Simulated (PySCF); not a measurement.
# C3H5NOSi: the cost of one run

Computed with PySCF 2.14.0, with density-fitted response routines of our own, on a single molecule in the gas phase. Atoms count from 0, in the outputs and in this text.

## Step 1: The starting structure

11 atoms, charge 0, multiplicity 1; geometry from: GFN2-xTB. The atoms were then displaced at random by about 0.01 Å, so the start is not that level's minimum.

Bonds of the start (Å): C0–C1 1.35, C1–O2 1.36, O2–Si3 1.57, Si3–C4 1.88, C4–N5 1.15, C0–H6 1.06, C0–H7 1.09, C1–H8 1.08, Si3–H9 1.48, Si3–H10 1.46.

## Step 2: Relaxing the molecule at PBE0-D3(BJ)/def2-SVP

What the job is given:

```
{"job": {"xc": "PBE0", "basis": "def2-SVP", "d3": "d3bj", "grid": 1, "shake": 0.01, "kind": "geom"}, "charge": 0, "multiplicity": 1}
C      2.347300    -0.285250     0.369230
C      1.136730     0.120990    -0.074520
O     -0.026300    -0.381520     0.421970
Si    -1.504490    -0.509320    -0.076220
C     -2.171130     1.121700    -0.740090
N     -2.542800     2.137490    -1.139610
H      2.431380    -1.010520     1.131430
H      3.242550     0.173790    -0.037170
H      1.020330     0.883750    -0.823750
H     -2.218650    -0.834740     1.180490
H     -1.676780    -1.442190    -1.187500
```

The run is started by

```
$ OMP_NUM_THREADS=1 python probes_run.py task.json out
```

This one command runs all jobs of the session in turn.

**Question.** How long does this first job take on 1 thread of Arm Neoverse V2, shared host, and how much memory does it need?

About 33 s, with a peak of 0.46 GiB.
